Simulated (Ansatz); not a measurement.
Runs of Ansatz 0.2.0 on Ir. The cell holds a sheet with vacuum, 1 atom: a = 2.452 Å, b = 2.452 Å, c = 23.800 Å, α = 90.00°, β = 90.00°, γ = 90.00°. The cell was built by a generator and needn't be a form met in nature.

```tsv
task	level	cutoff (eV)	basis error allowed	gap on the mesh (eV)	work function (eV)
work function	PBE	338	0.002 eV/atom	none	6.05
work function	PBEsol	337	0.002 eV/atom	none	(a)
projected density of states	PBE	338	0.002 eV/atom	-	6.05
work function	LDA	337	0.002 eV/atom	none	6.40
single point	PBE	365	0.001 eV/atom	none	-
```

Alike in all rows: potentials or basis all-electron LAPW, scalar-relativistic; no spin polarisation; cell as given; k mesh 11 × 11 × 1; smearing fermi-dirac 0.05 eV.

Fill in the values left out.

(a) 6.18.

Caveats: spin-orbit coupling is left out, which moves the levels of the heavy elements (some runs).

A k mesh can miss the band edges, and the runs leave out spin-orbit coupling on Ir.

A gap of «none» marks a metal or a gap under the smearing width.
